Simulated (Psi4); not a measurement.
**[SnH3]− (SMILES [H][Sn-]([H])[H]): SCS-MP2/def2-TZVPP (fitted SCF, core potential)**

Aim: the vertical electron affinity of [SnH3]− at SCS-MP2/def2-TZVPP (fitted SCF, core potential), from 2 runs. Input form: a Python script.

Program for the calculation: Psi4 1.11.

1 further run of the same task is left out (set aside as unsound or not needed).

## Step 1: The structure to begin with

[SnH3]−: 4 atoms, total charge -1, spin state singlet. SMILES: `[H][Sn-]([H])[H]`. The shape comes from GFN2-xTB, which is rough for such elements, and wasn't checked as a minimum.

Bond lengths: Sn1–H2 1.948 Å, Sn1–H3 1.948 Å, Sn1–H4 1.949 Å. Angles: H2–Sn1–H3 93.3°, H2–Sn1–H4 93.4°, H3–Sn1–H4 93.5°.

## Step 2: A single-point energy at SCS-MP2/def2-TZVPP (fitted SCF, core potential)

h3sn.xyz

```xyz
4
H3Sn
Sn    -0.006380     0.005730     0.791670
H      1.637790    -0.033600    -0.251650
H     -0.786860     1.432510    -0.280410
H     -0.844540    -1.404640    -0.259610
```

run.py

```python
import psi4

psi4.set_memory(1600000000)
psi4.set_num_threads(1)
psi4.core.set_output_file('output.dat', False)

with open('h3sn.xyz') as f:
    atoms = ''.join(f.readlines()[2:])
m = psi4.geometry('-1 1\n' + atoms + 'no_reorient\nno_com')

psi4.set_options({
    'basis': 'def2-TZVPP',
    'scf_type': 'df',
    'num_frozen_docc': 4,
    'mp2_type': 'conv',
})

E = psi4.energy("scs-mp2", molecule=m)
print('E =', round(E, 9))
for k, v in sorted(psi4.core.scalar_variables().items()):
    print(f'{k:45s} {v:18.10f}')
```

The run is started by

```bash
$ python run.py
```

output.dat, cut to the lines that bear on the results:

```text
[...]
    !!!  WARNING: ECP capability is in beta. Please check occupations closely.  !!!
[...]
  Running in c1 symmetry.
[...]
  Nuclear repulsion =   18.488599666647755
[...]
  Multiplicity = 1
[...]
  Nalpha       = 13
  Nbeta        = 13
[...]
    Number of basis functions: 92
[...]
 WARNING: Atomic UHF is not converging! Try casting from a smaller basis or call Rob at CCMST.
   -------------------------
[...]
   @DF-RHF iter   1:  -214.93788850517060   -1.65731e+00   5.06919e-03 ADIIS/DIIS
[...]
   @DF-RHF iter  11:  -215.06639473097334   -3.26850e-12   4.05524e-09 DIIS
[...]
    Orbital Energies [Eh]
    ---------------------
    Doubly Occupied:
       1A     -5.631602     2A     -3.820296     3A     -3.820289
       4A     -3.816629     5A     -1.086817     6A     -1.086817
       7A     -1.082198     8A     -1.082184     9A     -1.079487
      10A     -0.395667    11A     -0.190619    12A     -0.190484
      13A     -0.093028
[...]
  @DF-RHF Final Energy:  -215.06639473097334
   => Energetics <=
    Nuclear Repulsion Energy =             18.4885996666477546
    One-Electron Energy =                -420.3577546672786411
    Two-Electron Energy =                 186.8027602696575400
    Total Energy =                       -215.0663947309733430
[...]
 Multipole Moments:
 ------------------------------------------------------------------------------------
     Multipole            Electronic (a.u.)      Nuclear  (a.u.)        Total (a.u.)
 ------------------------------------------------------------------------------------
 L = 1.  Multiply by 2.5417464519 to convert [e a0] to [Debye]
 Dipole X            :          0.2571129           -0.2531666            0.0039463
 Dipole Y            :         -0.2301899            0.2273907           -0.0027991
 Dipole Z            :        -31.8753622           31.4168291           -0.4585331
 Magnitude           :                                                    0.4585586
[...]
	SCS-MP2 Total Energy (a.u.)        :  -215.39908801101691
	SOS-MP2 Total Energy (a.u.)        :  -215.36463040506951
	SCSN-MP2 Total Energy (a.u.)       :  -215.24833089037554
[...]
	SOS-PI-MP2 Total Energy (a.u.)     :  -215.41433635075219
[...]
	MP2 Total Energy (a.u.)            :  -215.41829727722896
[...]
```

The script printed:

```text
E = -215.399088011
CURRENT CORRELATION ENERGY                         -0.3326932800
CURRENT ENERGY                                   -215.3990880110
CURRENT REFERENCE ENERGY                         -215.0663947310
DD SOLVATION ENERGY                                 0.0000000000
HF KINETIC ENERGY                                  84.2329791137
HF POTENTIAL ENERGY                              -299.2993738447
HF TOTAL ENERGY                                  -215.0663947310
HF VIRIAL RATIO                                     3.5532326767
MP2 CORRELATION ENERGY                             -0.3519025463
MP2 DOUBLES ENERGY                                 -0.3519025463
MP2 OPPOSITE-SPIN CORRELATION ENERGY               -0.2485297284
MP2 SAME-SPIN CORRELATION ENERGY                   -0.1033728178
MP2 SINGLES ENERGY                                  0.0000000000
MP2 TOTAL ENERGY                                 -215.4182972772
NUCLEAR REPULSION ENERGY                           18.4885996666
ONE-ELECTRON ENERGY                              -420.3577546673
PCM POLARIZATION ENERGY                             0.0000000000
PE ENERGY                                           0.0000000000
SCF ITERATION ENERGY                             -215.0663947310
SCF ITERATIONS                                     11.0000000000
SCF TOTAL ENERGY                                 -215.0663947310
SCS(N)-MP2 CORRELATION ENERGY                      -0.1819361594
SCS(N)-MP2 TOTAL ENERGY                          -215.2483308904
SCS-MP2 CORRELATION ENERGY                         -0.3326932800
SCS-MP2 TOTAL ENERGY                             -215.3990880110
SCS-MP2-VDW CORRELATION ENERGY                     -0.3698044613
SCS-MP2-VDW TOTAL ENERGY                         -215.4361991923
SOS-MP2 CORRELATION ENERGY                         -0.2982356741
SOS-MP2 TOTAL ENERGY                             -215.3646304051
SOS-PI-MP2 CORRELATION ENERGY                      -0.3479416198
SOS-PI-MP2 TOTAL ENERGY                          -215.4143363508
TWO-ELECTRON ENERGY                               186.8027602697
```

Wall time 2.3 s (1 thread of AMD EPYC 9R45 (Zen 5), shared host); peak memory 0.49 GiB.

## Step 3: Doublet [SnH3]2−

h3sn.xyz is that of step 2.

calc.py

```python
import psi4

psi4.set_memory('1600 MB')
psi4.set_num_threads(1)
psi4.set_output_file('h3sn.out', False)

with open('h3sn.xyz') as f:
    atoms = ''.join(f.readlines()[2:])
molecule = psi4.geometry('-2 2\n' + atoms + 'no_reorient\nno_com')

psi4.set_options(dict(reference='uhf', scf_type='df', num_frozen_docc=4, mp2_type='conv'))

E, wfn = psi4.energy("scs-mp2/def2-TZVPP", return_wfn=True)
print('E =', round(E, 9))
```

The run is started by

```bash
$ python calc.py
```

h3sn.out, cut to the lines that bear on the results:

```text
[...]
    !!!  WARNING: ECP capability is in beta. Please check occupations closely.  !!!
[...]
  Running in c1 symmetry.
[...]
  Nuclear repulsion =   18.488599666647755
[...]
  Multiplicity = 2
[...]
  Nalpha       = 14
  Nbeta        = 13
[...]
    Number of basis functions: 92
[...]
 WARNING: Atomic UHF is not converging! Try casting from a smaller basis or call Rob at CCMST.
   -------------------------
[...]
   @DF-UHF iter   1:  -214.52628393963099   -1.24570e+00   6.40151e-03 DIIS/ADIIS
[...]
   @DF-UHF iter  20:  -214.81782070971332   -1.08571e-11   7.85215e-09 DIIS
[...]
   @S^2 Observed:                7.596918422E-01
[...]
  @DF-UHF Final Energy:  -214.81782070971332
   => Energetics <=
    Nuclear Repulsion Energy =             18.4885996666477546
    One-Electron Energy =                -424.5931232848662376
    Two-Electron Energy =                 191.2867029085051627
    Total Energy =                       -214.8178207097133168
  UHF NO Occupations:
  HONO-2 :   12  A 1.9985970
  HONO-1 :   13  A 1.9970638
[...]
 Multipole Moments:
 ------------------------------------------------------------------------------------
     Multipole            Electronic (a.u.)      Nuclear  (a.u.)        Total (a.u.)
 ------------------------------------------------------------------------------------
 L = 1.  Multiply by 2.5417464519 to convert [e a0] to [Debye]
 Dipole X            :          0.2279447           -0.2531666           -0.0252219
 Dipole Y            :          0.2344418            0.2273907            0.4618325
 Dipole Z            :        -33.8303492           31.4168291           -2.4135201
 Magnitude           :                                                    2.4574386
[...]
	SCS-MP2 Total Energy (a.u.)        :  -215.15665626709165
	SOS-MP2 Total Energy (a.u.)        :  -215.12092137645601
	SCSN-MP2 Total Energy (a.u.)       :  -215.00650093226949
[...]
	SOS-PI-MP2 Total Energy (a.u.)     :  -215.17143815424646
[...]
	MP2 Total Energy (a.u.)            :  -215.17760927057247
[...]
```

On the terminal:

```text
E = -215.156656267
```

Run time: 3 s. Hardware: 1 thread of AMD EPYC 9R45 (Zen 5), shared host; peak memory 0.49 GiB.

## Step 4: Outcome

At SCS-MP2/def2-TZVPP (fitted SCF, core potential), 4 core orbitals frozen:

| quantity | value |
| --- | --- |
| singlet [SnH3]−: total energy | -215.39909 Eh |
| singlet [SnH3]−: HOMO energy (Hartree–Fock orbitals) | -2.53 eV |
| singlet [SnH3]−: LUMO energy (Hartree–Fock orbitals) | 6.96 eV |
| singlet [SnH3]−: HOMO–LUMO gap (to an unbound level, set by the basis) | 9.49 eV |
| singlet [SnH3]−: correlation energy (4 core orbitals frozen) | -332.7 mEh |
| doublet [SnH3]2−: total energy | -215.15666 Eh |
| doublet [SnH3]2−: HOMO energy (Hartree–Fock orbitals) (highest over α and β) | 6.54 eV |
| doublet [SnH3]2−: LUMO energy (Hartree–Fock orbitals) (lowest over α and β) | 10.83 eV |
| doublet [SnH3]2−: correlation energy (4 core orbitals frozen) | -338.8 mEh |
| doublet [SnH3]2−: ⟨S²⟩ of the reference determinant | 0.760 |
| vertical electron affinity (to the doublet dianion) | -6.597 eV |

**Reading.** The dianion lies 6.60 eV (637 kJ/mol) above the anion: the electron isn't bound at this level, and such a value depends on the basis. Without diffuse functions anions come out too high. The HOMO (doublet [SnH3]2−) lies at positive energy, 6.54 eV: the electron is unbound at this level or held by a compact basis; values depend on the basis.
